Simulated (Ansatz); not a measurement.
# C2H7Ga: a reaction path by the nudged elastic band

Aim: the minimum-energy path between two given structures and its highest point. Both ends were relaxed at PBE0-D4 in triple zeta. A second band with other settings follows.

Computed with Ansatz 0.2.0, Gaussian basis. Level: PBE0-D4/def2-SVP.

23 further runs of the same task are left out: 1 that didn't finish, 22 set aside as unsound or not needed.

## (1) The system as given

The first end: 10 atoms, charge 0, spin multiplicity 1.

Atoms are counted from 1 here; the program's logs count them from 0.

Bond lengths: Ga1–C2 2.037 Å, C2–H5 1.097 Å, C2–H6 1.097 Å, C2–H7 1.096 Å, H3–C4 1.090 Å, C4–H8 1.090 Å, C4–H9 1.090 Å, C4–H10 1.091 Å. Angles: Ga1–C2–H5 111.0°, Ga1–C2–H6 111.3°, Ga1–C2–H7 111.4°, H5–C2–H6 107.6°, H5–C2–H7 107.7°, H6–C2–H7 107.7°, H3–C4–H8 109.4°, H3–C4–H9 109.6°, H3–C4–H10 110.0°, H8–C4–H9 109.2°, H8–C4–H10 109.1°, H9–C4–H10 109.5°.

As a file:

```
Ga    0.6740    1.1795    1.6690
C     0.5881    1.8257   -0.2605
H    -0.1196   -1.2019   -0.6989
C    -0.5945   -1.7710    0.0998
H     0.8430    2.8900   -0.3297
H     1.2906    1.2750   -0.8975
H    -0.4154    1.6957   -0.6825
H    -0.8847   -2.7515   -0.2770
H    -1.4827   -1.2425    0.4472
H     0.1010   -1.8990    0.9303
```

The second end:

```xyz
10

Ga    0.37176   -0.24056    2.09749
C     0.36826    1.54966   -0.99125
H    -0.28343    0.68776   -1.13254
C    -0.43621   -1.66942    0.89158
H     0.03954    2.12674   -0.12613
H     1.39349    1.21290   -0.83493
H     0.32975    2.18167   -1.87820
H     0.21655   -1.88969    0.03869
H    -1.40810   -1.35370    0.49387
H    -0.59171   -2.60526    1.44153
```

## (2) The band at PBE0-D4/def2-SVP

Input file neb/in.yaml:

```yaml
crystal:
  periodic: [false, false, false]
  atoms:
    - {symbol: Ga, position_ang: [0.674008, 1.179489, 1.668966]}
    - {symbol: C, position_ang: [0.588139, 1.825716, -0.260549]}
    - {symbol: H, position_ang: [-0.119568, -1.201929, -0.698871]}
    - {symbol: C, position_ang: [-0.594539, -1.770999, 0.099811]}
    - {symbol: H, position_ang: [0.842992, 2.890019, -0.329731]}
    - {symbol: H, position_ang: [1.290593, 1.274990, -0.897506]}
    - {symbol: H, position_ang: [-0.415368, 1.695749, -0.682474]}
    - {symbol: H, position_ang: [-0.884706, -2.751457, -0.276972]}
    - {symbol: H, position_ang: [-1.482651, -1.242474, 0.447168]}
    - {symbol: H, position_ang: [0.101003, -1.899004, 0.930257]}
basis:
  gaussian: {orbitals: def2-SVP}
hamiltonian: {xc: pbe0, dispersion: d4}
neb:
  images: 5
  climbing: true
  max_iterations: 40
  initial_path: idpp
  final_atoms:
    - {symbol: Ga, position_ang: [0.371758, -0.240563, 2.097488]}
    - {symbol: C, position_ang: [0.368260, 1.549657, -0.991248]}
    - {symbol: H, position_ang: [-0.283427, 0.687760, -1.132539]}
    - {symbol: C, position_ang: [-0.436207, -1.669415, 0.891576]}
    - {symbol: H, position_ang: [0.039537, 2.126742, -0.126128]}
    - {symbol: H, position_ang: [1.393487, 1.212898, -0.834933]}
    - {symbol: H, position_ang: [0.329748, 2.181667, -1.878205]}
    - {symbol: H, position_ang: [0.216548, -1.889687, 0.038690]}
    - {symbol: H, position_ang: [-1.408095, -1.353695, 0.493866]}
    - {symbol: H, position_ang: [-0.591709, -2.605263, 1.441534]}
```

The run is started by

```
ansatz run in.yaml --threads 4 --pin off --events-out ev --progress --plain --max-ram 9574MiB
```

Standard output:

```text
Functional definition: PBE0
  name "PBE0"
  cite "Adamo & Barone, J. Chem. Phys. 110, 6158 (1999) doi:10.1063/1.478522"
  cite "Perdew, Burke & Ernzerhof, Phys. Rev. Lett. 77, 3865 (1996) doi:10.1103/PhysRevLett.77.3865"
  parent pbe
  parameter a = 0.25
  parameter kappa = 0.804
  parameter beta = 0.06672455060314922
  exchange = (1 - a)*pbe_x(kappa = kappa, mu = beta*pi^2/3) + a*exact_x
  correlation = pbe_c(beta = beta)
1043 factors; integrals over basis functions are off by at most 3.8e-4 eV
mean field evaluation 1: about -54538.4391 eV, gradient 6.1e1 eV
mean field evaluation 2: about -54532.6292 eV, gradient 7.2e1 eV
mean field evaluation 4: about -54547.6460 eV, gradient 3.7e0 eV
mean field evaluation 8: about -54547.6848 eV, gradient 5.1e-2 eV
mean field evaluation 16: about -54547.6848 eV, gradient 8.4e-6 eV
mean field -54547.68484168 eV, -2004.5904441829 hartree, gradient 8.4e-6 eV, S^2 0.000000; 0 other end points of the search recorded, 0 dependent functions left out
the calculation of the forces begins
reference -54547.68486964 eV, -2004.5904452106 hartree; 25, 25 occupied and 70, 70 virtual orbitals, 1043 factors
[... from here to the last solve, the lines of the solves are left out (115 solves) ...]
WARN: NEB end point (image 0): max|allowed force component| = 2.800e-1 eV/Å (the criterion of neb.relax_end_points is 1.000e-2). That is over neb.f_tol: it is no minimum, so the barrier can be far off. Relax it first
WARN: NEB end point (image 6): max|allowed force component| = 2.762e-1 eV/Å (the criterion of neb.relax_end_points is 1.000e-2). That is over neb.f_tol: it is no minimum, so the barrier can be far off. Relax it first
NEB iter   1: max|band force component| = 3.440e0 eV/Å  barrier→ = 5.8389 eV  barrier← = 5.8387 eV  Δτ_max = 0.2000 Å  (193 SCF iters)
NEB iter   2: max|band force component| = 3.759e0 eV/Å  barrier→ = 4.7618 eV  barrier← = 4.7617 eV  Δτ_max = 0.1977 Å  (148 SCF iters)
NEB iter   3: max|band force component| = 4.817e0 eV/Å  barrier→ = 3.9191 eV  barrier← = 3.9190 eV  Δτ_max = 0.0980 Å  (151 SCF iters)
NEB iter   4: max|band force component| = 2.569e0 eV/Å  barrier→ = 3.5289 eV  barrier← = 3.5287 eV  Δτ_max = 0.1797 Å  (143 SCF iters)
NEB iter   5: max|band force component| = 2.108e0 eV/Å  barrier→ = 2.8023 eV  barrier← = 2.8021 eV  Δτ_max = 0.1976 Å  (144 SCF iters)
NEB iter   6: max|band force component| = 1.461e0 eV/Å  barrier→ = 2.2996 eV  barrier← = 2.2994 eV  Δτ_max = 0.1968 Å  (140 SCF iters)
NEB iter   7: max|band force component| = 7.380e-1 eV/Å  barrier→ = 1.7667 eV  barrier← = 1.7666 eV  Δτ_max = 0.2000 Å  (131 SCF iters)
NEB iter   8: max|band force component| = 8.975e-1 eV/Å  barrier→ = 1.6900 eV  barrier← = 1.6898 eV  Δτ_max = 0.0954 Å  (137 SCF iters)
NEB iter   9: max|band force component| = 4.429e-1 eV/Å  barrier→ = 1.6039 eV  barrier← = 1.6037 eV  CI = image 3  Δτ_max = 0.0762 Å  (130 SCF iters)
NEB iter  10: max|band force component| = 9.302e-2 eV/Å  barrier→ = 1.6105 eV  barrier← = 1.6104 eV  CI = image 3  Δτ_max = 0.0535 Å  (131 SCF iters)
NEB iter  11: max|band force component| = 6.676e-2 eV/Å  barrier→ = 1.6066 eV  barrier← = 1.6065 eV  CI = image 3  Δτ_max = 0.0590 Å  (127 SCF iters)
NEB iter  12: max|band force component| = 5.979e-2 eV/Å  barrier→ = 1.6022 eV  barrier← = 1.6021 eV  CI = image 3  Δτ_max = 0.0923 Å  (128 SCF iters)
NEB iter  13: max|band force component| = 6.453e-2 eV/Å  barrier→ = 1.5976 eV  barrier← = 1.5975 eV  CI = image 3  Δτ_max = 0.0463 Å  (125 SCF iters)
NEB iter  14: max|band force component| = 6.244e-2 eV/Å  barrier→ = 1.5955 eV  barrier← = 1.5953 eV  CI = image 3  Δτ_max = 0.0467 Å  (124 SCF iters)
NEB iter  15: max|band force component| = 4.379e-2 eV/Å  barrier→ = 1.5942 eV  barrier← = 1.5941 eV  CI = image 3  Δτ_max = 0.0278 Å  (127 SCF iters)
1043 factors; integrals over basis functions are off by at most 1.1e-3 eV
mean field evaluation 864: about -54547.6890 eV, gradient 1.8e-3 eV
mean field -54547.68897572 eV, -2004.5905961060 hartree, gradient 1.5e-6 eV, S^2 0.000000; 0 other end points of the search recorded, 0 dependent functions left out
the calculation of the forces begins
reference -54547.68900358 eV, -2004.5905971302 hartree; 25, 25 occupied and 70, 70 virtual orbitals, 1043 factors
NEB iter  16: max|band force component| = 3.585e-2 eV/Å  barrier→ = 1.5935 eV  barrier← = 1.5933 eV  CI = image 3  CI's point: of a kind that is not told: the force calls were inconclusive, a negative curvature could not be distinguished from the path's own, the only one lies far off the path, or fixed occupations may fill a level only in part  Δτ_max = 0.0000 Å  (812 SCF iters)
Total energy: -54546.21981138 eV, -2004.5366053125 hartree
Atom 0 at     0.970722     0.761090     1.211539 Å, force    -0.003068    -0.001750    -0.006501 eV/Å
Atom 1 at     0.296862     1.031334    -0.979896 Å, force     0.016914    -0.014607    -0.005569 eV/Å
Atom 2 at    -0.038246    -0.036217    -0.054601 Å, force     0.006461     0.008194     0.011472 eV/Å
Atom 3 at    -0.369218    -1.090150     0.887827 Å, force    -0.018513     0.022610    -0.000851 eV/Å
Atom 4 at    -0.081726     2.063879    -0.902965 Å, force    -0.007153     0.000834     0.004140 eV/Å
Atom 5 at     1.290343     1.070705    -1.457831 Å, force    -0.004423     0.002750     0.000062 eV/Å
Atom 6 at    -0.373350     0.496950    -1.678982 Å, force    -0.000159     0.001341    -0.002525 eV/Å
Atom 7 at    -0.923271    -1.534689     0.039993 Å, force     0.000542    -0.002978     0.000041 eV/Å
Atom 8 at    -1.105936    -0.903628     1.687557 Å, force     0.003606    -0.010458     0.002112 eV/Å
Atom 9 at     0.333722    -1.859175     1.247459 Å, force     0.005793    -0.005936    -0.002381 eV/Å
Dipole moment:    -0.048984    -0.038420    -0.061000 e Å
```

Run time: 2.1 min. Hardware: 4 threads of Arm Neoverse V2, shared host.

The last band:

| image | path (Å) | energy (kJ/mol) | C2–H3 (Å) | Ga1–C2 (Å) | Ga1–H3 (Å) |
| --- | --- | --- | --- | --- | --- |
| 0 | 0.00 | 0.0 | 3.14 | 2.04 | 3.45 |
| 1 | 1.17 | 0.4 | 2.87 | 2.04 | 2.95 |
| 2 | 2.33 | 17.1 | 2.30 | 2.07 | 2.26 |
| 3 | 3.50 | 153.7 | 1.45 | 2.31 | 1.80 |
| 4 | 4.63 | 19.0 | 1.10 | 2.96 | 2.23 |
| 5 | 5.75 | 0.5 | 1.10 | 3.48 | 2.91 |
| 6 | 6.87 | 0.0 | 1.09 | 3.57 | 3.42 |

The highest image, 3:

```
Ga    0.9707    0.7611    1.2115
C     0.2969    1.0313   -0.9799
H    -0.0382   -0.0362   -0.0546
C    -0.3692   -1.0901    0.8878
H    -0.0817    2.0639   -0.9030
H     1.2903    1.0707   -1.4578
H    -0.3734    0.4970   -1.6790
H    -0.9233   -1.5347    0.0400
H    -1.1059   -0.9036    1.6876
H     0.3337   -1.8592    1.2475
```

## (3) The band at Hartree-Fock/6-31G, other settings

Edit neb/in.yaml of step 2 so:

```diff
@@ -14,8 +14,8 @@
 basis:
-  gaussian: {orbitals: def2-SVP}
-hamiltonian: {xc: pbe0, dispersion: d4}
+  gaussian: {orbitals: 6-31G}
+hamiltonian: {xc: hf}
 neb:
-  images: 5
+  images: 3
   climbing: true
-  max_iterations: 40
+  max_iterations: 25
   initial_path: idpp
```

The run is started by

```
ansatz run in.yaml --threads 4 --pin off --events-out ev --progress --plain --max-ram 9574MiB
```

Standard output:

```text
Functional definition: HF
  name "HF"
  cite "Fock, Z. Phys. 61, 126 (1930) doi:10.1007/BF01340294"
[... 1 set-up line as earlier in the session ...]
  exchange = exact_x
  correlation = 0
806 factors; integrals over basis functions are off by at most 1.8e-4 eV
mean field evaluation 1: about -54493.5134 eV, gradient 2.8e1 eV
mean field evaluation 2: about -54493.5621 eV, gradient 2.8e1 eV
mean field evaluation 4: about -54495.8377 eV, gradient 2.0e0 eV
mean field evaluation 8: about -54495.8602 eV, gradient 1.9e-1 eV
mean field -54495.86041350 eV, -2002.6859315751 hartree, gradient 1.7e-5 eV, S^2 0.000000; 0 other end points of the search recorded, 0 dependent functions left out
the calculation of the forces begins
reference -54495.86041350 eV, -2002.6859315751 hartree; 25, 25 occupied and 36, 36 virtual orbitals, 806 factors
[... from here to the last solve, the lines of the solves are left out (107 solves) ...]
WARN: NEB end point (image 0): max|allowed force component| = 2.608e-1 eV/Å (the criterion of neb.relax_end_points is 1.000e-2). That is over neb.f_tol: it is no minimum, so the barrier can be far off. Relax it first
WARN: NEB end point (image 4): max|allowed force component| = 2.584e-1 eV/Å (the criterion of neb.relax_end_points is 1.000e-2). That is over neb.f_tol: it is no minimum, so the barrier can be far off. Relax it first
NEB iter   1: max|band force component| = 4.060e0 eV/Å  barrier→ = 7.3411 eV  barrier← = 7.3410 eV  Δτ_max = 0.2000 Å  (186 SCF iters)
NEB iter   2: max|band force component| = 3.718e0 eV/Å  barrier→ = 6.2417 eV  barrier← = 6.2415 eV  Δτ_max = 0.2000 Å  (101 SCF iters)
NEB iter   3: max|band force component| = 3.093e0 eV/Å  barrier→ = 5.2658 eV  barrier← = 5.2657 eV  Δτ_max = 0.2000 Å  (96 SCF iters)
NEB iter   4: max|band force component| = 2.851e0 eV/Å  barrier→ = 4.3471 eV  barrier← = 4.3469 eV  Δτ_max = 0.1958 Å  (98 SCF iters)
NEB iter   5: max|band force component| = 1.282e0 eV/Å  barrier→ = 3.7253 eV  barrier← = 3.7252 eV  Δτ_max = 0.2000 Å  (98 SCF iters)
NEB iter   6: max|band force component| = 5.462e-1 eV/Å  barrier→ = 3.0210 eV  barrier← = 3.0208 eV  Δτ_max = 0.2000 Å  (97 SCF iters)
NEB iter   7: max|band force component| = 8.408e-1 eV/Å  barrier→ = 2.7245 eV  barrier← = 2.7244 eV  Δτ_max = 0.1017 Å  (96 SCF iters)
NEB iter   8: max|band force component| = 6.122e-1 eV/Å  barrier→ = 2.5393 eV  barrier← = 2.5391 eV  Δτ_max = 0.0993 Å  (97 SCF iters)
NEB iter   9: max|band force component| = 1.111e0 eV/Å  barrier→ = 2.3227 eV  barrier← = 2.3225 eV  Δτ_max = 0.0499 Å  (96 SCF iters)
NEB iter  10: max|band force component| = 6.705e-1 eV/Å  barrier→ = 2.1649 eV  barrier← = 2.1647 eV  Δτ_max = 0.0499 Å  (97 SCF iters)
NEB iter  11: max|band force component| = 1.491e0 eV/Å  barrier→ = 2.0705 eV  barrier← = 2.0703 eV  CI = image 2  Δτ_max = 0.0998 Å  (97 SCF iters)
NEB iter  12: max|band force component| = 1.483e0 eV/Å  barrier→ = 2.2725 eV  barrier← = 2.2724 eV  CI = image 2  Δτ_max = 0.2000 Å  (95 SCF iters)
NEB iter  13: max|band force component| = 1.406e0 eV/Å  barrier→ = 2.5156 eV  barrier← = 2.5155 eV  CI = image 2  Δτ_max = 0.2000 Å  (92 SCF iters)
NEB iter  14: max|band force component| = 9.612e-1 eV/Å  barrier→ = 2.8718 eV  barrier← = 2.8717 eV  CI = image 2  Δτ_max = 0.1000 Å  (90 SCF iters)
NEB iter  15: max|band force component| = 5.370e-1 eV/Å  barrier→ = 2.7980 eV  barrier← = 2.7978 eV  CI = image 2  Δτ_max = 0.1119 Å  (96 SCF iters)
NEB iter  16: max|band force component| = 1.983e-1 eV/Å  barrier→ = 2.7566 eV  barrier← = 2.7565 eV  CI = image 2  Δτ_max = 0.0837 Å  (97 SCF iters)
NEB iter  17: max|band force component| = 9.343e-2 eV/Å  barrier→ = 2.7466 eV  barrier← = 2.7464 eV  CI = image 2  Δτ_max = 0.1256 Å  (94 SCF iters)
NEB iter  18: max|band force component| = 1.086e-1 eV/Å  barrier→ = 2.7404 eV  barrier← = 2.7402 eV  CI = image 2  Δτ_max = 0.0632 Å  (94 SCF iters)
NEB iter  19: max|band force component| = 1.282e-1 eV/Å  barrier→ = 2.7366 eV  barrier← = 2.7364 eV  CI = image 2  Δτ_max = 0.0632 Å  (93 SCF iters)
NEB iter  20: max|band force component| = 9.029e-2 eV/Å  barrier→ = 2.7330 eV  barrier← = 2.7328 eV  CI = image 2  Δτ_max = 0.1263 Å  (93 SCF iters)
NEB iter  21: max|band force component| = 1.423e-1 eV/Å  barrier→ = 2.7293 eV  barrier← = 2.7291 eV  CI = image 2  Δτ_max = 0.0633 Å  (92 SCF iters)
NEB iter  22: max|band force component| = 5.549e-2 eV/Å  barrier→ = 2.7249 eV  barrier← = 2.7247 eV  CI = image 2  Δτ_max = 0.0629 Å  (92 SCF iters)
NEB iter  23: max|band force component| = 9.325e-2 eV/Å  barrier→ = 2.7232 eV  barrier← = 2.7230 eV  CI = image 2  Δτ_max = 0.0317 Å  (92 SCF iters)
806 factors; integrals over basis functions are off by at most 1.7e-4 eV
mean field -54495.86609031 eV, -2002.6861401942 hartree, gradient 3.3e-6 eV, S^2 0.000000; 0 other end points of the search recorded, 0 dependent functions left out
the calculation of the forces begins
reference -54495.86609031 eV, -2002.6861401942 hartree; 25, 25 occupied and 36, 36 virtual orbitals, 806 factors
NEB iter  24: max|band force component| = 2.854e-2 eV/Å  barrier→ = 2.7232 eV  barrier← = 2.7230 eV  CI = image 2  CI's point: of a kind that is not told: the force calls were inconclusive, a negative curvature could not be distinguished from the path's own, the only one lies far off the path, or fixed occupations may fill a level only in part  Δτ_max = 0.0000 Å  (906 SCF iters)
Total energy: -54493.13721168 eV, -2002.5858557542 hartree
Atom 0 at     1.053879     0.757588     1.232116 Å, force     0.014433     0.014263     0.004411 eV/Å
Atom 1 at     0.274284     1.033294    -0.989640 Å, force    -0.002580    -0.006628    -0.002973 eV/Å
Atom 2 at    -0.023181    -0.034868    -0.047828 Å, force     0.010204    -0.005525    -0.008310 eV/Å
Atom 3 at    -0.365133    -1.105234     0.875710 Å, force    -0.028203     0.021759     0.009782 eV/Å
Atom 4 at    -0.113874     2.041621    -0.866928 Å, force    -0.001395    -0.001511    -0.000336 eV/Å
Atom 5 at     1.244109     1.097504    -1.477882 Å, force    -0.004054    -0.002953     0.007851 eV/Å
Atom 6 at    -0.394301     0.520402    -1.680932 Å, force     0.000976     0.005872    -0.008866 eV/Å
Atom 7 at    -0.890062    -1.576128     0.044690 Å, force     0.000074     0.004603     0.001463 eV/Å
Atom 8 at    -1.108765    -0.886627     1.639805 Å, force     0.003685    -0.021233    -0.002797 eV/Å
Atom 9 at     0.322947    -1.847451     1.270988 Å, force     0.006862    -0.008649    -0.000225 eV/Å
Dipole moment:     0.026376     0.014144     0.026800 e Å
```

It took 50 s on 4 threads of Arm Neoverse V2, shared host.

The last band:

| image | path (Å) | energy (kJ/mol) | C2–H3 (Å) | Ga1–C2 (Å) | Ga1–H3 (Å) |
| --- | --- | --- | --- | --- | --- |
| 0 | 0.00 | 0.0 | 3.14 | 2.04 | 3.45 |
| 1 | 1.78 | 7.0 | 2.69 | 2.05 | 2.71 |
| 2 | 3.57 | 262.7 | 1.45 | 2.37 | 1.85 |
| 3 | 5.21 | 10.5 | 1.08 | 3.39 | 2.60 |
| 4 | 6.84 | 0.0 | 1.09 | 3.57 | 3.42 |

The highest image, 2:

```
Ga    1.0539    0.7576    1.2321
C     0.2743    1.0333   -0.9896
H    -0.0232   -0.0349   -0.0478
C    -0.3651   -1.1052    0.8757
H    -0.1139    2.0416   -0.8669
H     1.2441    1.0975   -1.4779
H    -0.3943    0.5204   -1.6809
H    -0.8901   -1.5761    0.0447
H    -1.1088   -0.8866    1.6398
H     0.3229   -1.8475    1.2710
```

## (4) What came out

| quantity | value |
| --- | --- |
| PBE0-D4/def2-SVP, 16 iterations | highest 153.7 kJ/mol (image 3), last end 0.0 kJ/mol |
| Hartree-Fock/6-31G, 24 iterations | highest 262.7 kJ/mol (image 2), last end 0.0 kJ/mol |
| from earlier runs: barrier over the separately found saddle, CCSD(T)/def2-TZVPP | 179.8 kJ/mol |

In words: The highest image lies 153.7 kJ/mol above the first end, and it climbed, so it estimates the saddle. The ends are not quite minima at this level (largest force component 0.28 eV/Å), so the heights are unreliable: relaxing the first end would lower it and raise the barrier above it. The highest image is 26.0 kJ/mol below the CCSD(T) barrier in triple zeta, which comes from separate runs on the saddle. The second band's highest image lies at 262.7 kJ/mol; the levels differ.
